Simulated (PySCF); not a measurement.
# HfFCl: relaxation and vibrations of the triplet

Aim: relax HfFCl as a triplet from a bent start, check by its vibrations whether the end is a minimum, and collect its spectrum and constants.

The runs use PySCF 2.14.0; PBE0, basis Hf def2-TZVP with ECP60, F def2-TZVP, Cl def2-TZVP, scalar-relativistic core potentials, no spin–orbit coupling, density fitting.

**1. The starting structure**

3 atoms, charge 0, spin multiplicity 3.

Bond lengths: Hf1–F2 2.160 Å, Hf1–Cl3 2.510 Å. Angles: F2–Hf1–Cl3 110.0°.

```xyz
3
charge 0 multiplicity 3
Hf    0.0000    0.0000    0.0000
F    -1.7694    0.0000    1.2389
Cl    2.0561    0.0000    1.4397
```

**2. The SCF at the typed geometry**

One driver script runs all steps and calls PySCF; scf.py shows how it sets up the SCF of each step. The optimiser is the driver's own. After this first run the driver tries any further starts and a stability analysis.

File scf.py:

```python
from pyscf import gto, scf, dft
mol = gto.M(atom='''
Hf     0.000000     0.000000     0.000000
F     -1.769400     0.000000     1.238900
Cl     2.056100     0.000000     1.439700''',
    basis={'Hf': 'def2-TZVP', 'F': 'def2-TZVP', 'Cl': 'def2-TZVP'},
    ecp={'Hf': 'def2-TZVP'},
    charge=0, spin=2)
mf = dft.UKS(mol, xc='PBE0')
mf.grids.atom_grid = (50, 194)
aux = {'Hf': 'def2-universal-JKFIT', 'F': 'def2-universal-JKFIT', 'Cl': 'def2-universal-JKFIT'}
mf = mf.density_fit(auxbasis=aux)
mf.conv_tol = 1e-08
mf.diis_space = 10
mf.max_cycle = 60
mf.init_guess = 'minao'
mf.verbose = 4
mf.kernel()
```

Command:

```
OMP_NUM_THREADS=4 python axn.py task.json out
```

The runs that follow: Relaxation: bent start, triplet; Vibrations and properties at this point.

What does the calculation give? Wanted: minimum; geometry; wavenumbers; dipole moment; highest occupied, lowest empty level; polar-tensor charge of Hf1; zero-point energy; atomisation energy; ⟨S²⟩.

The runs gave:

| quantity | value |
| --- | --- |
| minimum | triplet, Cs |
| geometry | Hf–Cl 2.360 Å, Hf–F 1.905 Å; Cl–Hf–F 142.2° |
| wavenumbers (cm⁻¹) | 66 (a'), 360 (a'), 629 (a') |
| dipole moment | 1.43 D |
| highest occupied, lowest empty level (either spin) | -5.30, -2.68 eV |
| polar-tensor charge of Hf1 | +1.11 e |
| zero-point energy | 6.3 kJ/mol |
| entropy at 298.15 K | 316.1 J/(mol K) |
| atomisation energy (no zero-point energy) | 1110 kJ/mol |
| ⟨S²⟩ | 2.003 |

The bent start keeps its Cs symmetry and ends in a minimum. In the infrared the band at 629 cm⁻¹ (a', stretch) leads. Most of the spin sits on Hf1 (Mulliken spin 2.06, against 2 for the whole molecule). Only this shape and spin were tried, so other structures or states may lie lower. One determinant may miss the lowest occupation of an open d or f shell. Spin–orbit coupling, left out here, can matter for elements this heavy.
